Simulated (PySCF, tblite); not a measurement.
# C₅H₁₂S₂Si: geometry, infrared bands and NMR shifts

Aim: predict the infrared bands and NMR shifts of C₅H₁₂S₂Si (`CSCC1(S)C[SiH2]C1`).

The runs use tblite 0.8.0 and PySCF 2.14.0, with density-fitted response routines of our own; the level of theory stands in each step. All values are computed, except where a source is named. Atoms count from 0, in the outputs and in this text.

## Step 1: The molecule as given

20 atoms, charge 0, multiplicity 1; geometry from: force field or distance geometry start.

Bonds of the start (Å): C0–S1 1.81, S1–C2 1.77, C2–C3 1.54, C3–S4 1.84, C3–C5 1.49, C5–Si6 1.84, Si6–C7 1.83, C7–C3 1.48, C0–H8 1.10, C0–H9 1.13, C0–H10 1.11, C2–H11 1.11, C2–H12 1.12, S4–H13 1.40, C5–H14 1.12, C5–H15 1.12, Si6–H16 1.47, Si6–H17 1.47, C7–H18 1.12, C7–H19 1.11.

## Step 2: Geometry optimisation with GFN2-xTB

What the job is given:

```
{"job": {"kind": "relax", "xc": "GFN2-xTB", "basis": "xTB"}, "charge": 0, "multiplicity": 1}
C      3.261800     0.484400     0.260300
S      1.454200     0.611900     0.238400
C      0.620700    -0.801700    -0.427800
C     -0.904200    -0.590200    -0.405300
S     -1.766700    -2.057400    -1.094700
C     -1.522200    -0.264400     0.907400
Si    -1.455100     1.547000     0.618900
C     -1.319900     0.701700    -0.999800
H      3.677400    -0.260500    -0.435200
H      3.528700     0.107900     1.291800
H      3.777800     1.459000     0.165400
H      0.841700    -1.041300    -1.486800
H      0.787100    -1.698600     0.218400
H     -1.538600    -3.214800    -0.334900
H     -0.970200    -0.631100     1.814900
H     -2.592600    -0.592700     0.966300
H     -0.254500     2.224000     1.127200
H     -2.715300     2.261300     0.876800
H     -2.343300     0.599700    -1.453000
H     -0.572000     1.166300    -1.677400
```

Launch:

```sh
OMP_NUM_THREADS=1 python probes_run.py task.json out
```

One launch serves the whole session: the jobs run in the order shown.

**Question.** This job is followed by: GFN2-xTB harmonic vibrations, gas phase; GIAO PBE0/pcSseg-1 NMR shielding, non-relativistic, gas phase. Predict these results of the whole session: strongest single infrared mode (GFN2-xTB); zero-point energy (GFN2-xTB); ¹³C shifts against TMS (PBE0/pcSseg-1, means over atoms taken as alike); ¹H shifts against TMS (PBE0/pcSseg-1, means over atoms taken as alike); ³³S shifts against CS2 (PBE0/pcSseg-1); ²⁹Si shifts against TMS (PBE0/pcSseg-1).

The runs gave:

| quantity | value |
| --- | --- |
| strongest single infrared mode (GFN2-xTB) | 2284 cm⁻¹, 372 km/mol |
| zero-point energy (GFN2-xTB) | 94.8 kcal/mol |
| ¹³C shifts against TMS (PBE0/pcSseg-1, means over atoms taken as alike) | 60.5, 51.4, 25.4, 22.3 ppm |
| ¹H shifts against TMS (PBE0/pcSseg-1, means over atoms taken as alike) | 4.69, 4.63, 2.92, 2.47, 2.16, 2.15, 1.95 ppm |
| ³³S shifts against CS2 (PBE0/pcSseg-1) | 82, -61 ppm |
| ²⁹Si shifts against TMS (PBE0/pcSseg-1) | -55.8 ppm |

**Reading.** Over 107 steps the energy fell by 1.337 eV; of the close pairs, Si6–C7 changed most, 1.831 to 1.912 Å. All 54 modes are real, so the xTB geometry is a minimum. The strongest single mode, at 2284 cm⁻¹, moves mainly H17. GFN2-xTB is a fitted tight-binding method: band positions and strengths are rough. Its intensities can rank the bands wrongly. At PBE0/pcSseg-1: The largest span, 595 ppm, is at S4, where the paramagnetic term is -635 ppm.
